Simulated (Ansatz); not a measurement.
This script drives the Python package of Ansatz (0.2.0).

`opt.py`:
```python
# -*- coding: utf-8 -*-
from dataclasses import dataclass

import ansatz as az
from ase import Atoms
import numpy as np


@dataclass
class RunConfig:
    basis: str = "def2-SVP"
    xc: str = "b3lyp"


opts = RunConfig()

atoms = Atoms(["B", "C", "C", "O", "H", "H", "H", "H", "H"], positions=[
    [-0.253, 0.2301, -1.2312],
    [0.4811, 0.5229, 0.1276],
    [-0.1476, -0.7294, 0.6037],
    [-0.6747, -0.9847, -0.5924],
    [-0.8856, 1.0551, -1.918],
    [0.1245, 1.4429, 0.6675],
    [1.6135, 0.4658, 0.0041],
    [-0.8164, -0.555, 1.4268],
    [0.6467, -1.494, 0.8947],
])
c2h5bo = az.Crystal.molecule_from_ase(atoms)

base = c2h5bo.calculation().basis(gaussian=opts.basis).functional(opts.xc)
symbols = [site.symbol for site in c2h5bo.cartesian_sites]
start = np.array([site.position_ang for site in c2h5bo.cartesian_sites], dtype=float)
def progress(event):
    if event["event"] == "relax_step":
        row = event["data"]
        print(f"step {row['step']:3d}  E = {row['lagrangian_ev']:.6f} eV  max force {row['allowed_force_max_ev_ang']:.4f} eV/A")


rep = base.relax(force_tolerance=0.01).session().plan().execute(on_event=progress).report
end = np.array(rep["positions_ang"])

print("reference energy %16.6f eV" % rep["reference_energy_ev"])
print("total energy     %16.6f eV" % rep["free_energy_ev"])
print("occupied (up, down):", rep["n_occupied"], " virtual:", rep["n_virtual"], " frozen:", rep["n_frozen"])

print("final positions (A) and the move of each atom")
for symbol, xyz, old in zip(symbols, end, start):
    print(f"{symbol:2s} {xyz[0]:10.5f} {xyz[1]:10.5f} {xyz[2]:10.5f}   {np.linalg.norm(xyz - old):7.4f}")
```

It is started by `python opt.py`. Estimate its wall time and peak memory on 1 thread of Arm Neoverse V1 (shared host).

It took about 26 s, with a peak of 0.22 GiB, for 1 run of the engine.

Output of `python opt.py`:
```text
step   1  E = -4874.258452 eV  max force 5.5738 eV/A
step   2  E = -4875.298143 eV  max force 2.1710 eV/A
step   3  E = -4875.501823 eV  max force 1.1272 eV/A
step   4  E = -4875.537687 eV  max force 0.6419 eV/A
step   5  E = -4875.561042 eV  max force 0.0581 eV/A
step   6  E = -4875.561504 eV  max force 0.0644 eV/A
step   7  E = -4875.561823 eV  max force 0.0175 eV/A
step   8  E = -4875.561840 eV  max force 0.0071 eV/A
reference energy     -4875.562053 eV
total energy         -4875.562053 eV
occupied (up, down): [15, 15]  virtual: [66, 66]  frozen: 0
final positions (A) and the move of each atom
B    -0.40681    0.30194   -1.08978    0.2209
C     0.50923    0.62193    0.17150    0.1119
C    -0.10021   -0.72512    0.62124    0.0507
O    -0.88666   -0.87768   -0.60083    0.2376
H    -0.70379    0.77733   -2.15587    0.4084
H     0.23874    1.49263    0.78822    0.1735
H     1.59938    0.61962    0.01935    0.1552
H    -0.76430   -0.69046    1.49970    0.1624
H     0.60291   -1.56647    0.72927    0.1858
```

Notes:
- Total energies depend on the basis set; only differences at equal settings carry meaning.
- The end point is the stationary point reached from this start; no frequency run checks that it is a minimum, and the basis set is modest.
- b3lyp holds the VWN-RPA fit, as in Gaussian; the form of ORCA and Turbomole is b3lyp5.

(A comment or docstring line of the script was reworded after the run, the code is as it ran; lines on the test bed's own set-up are left out of the output.)
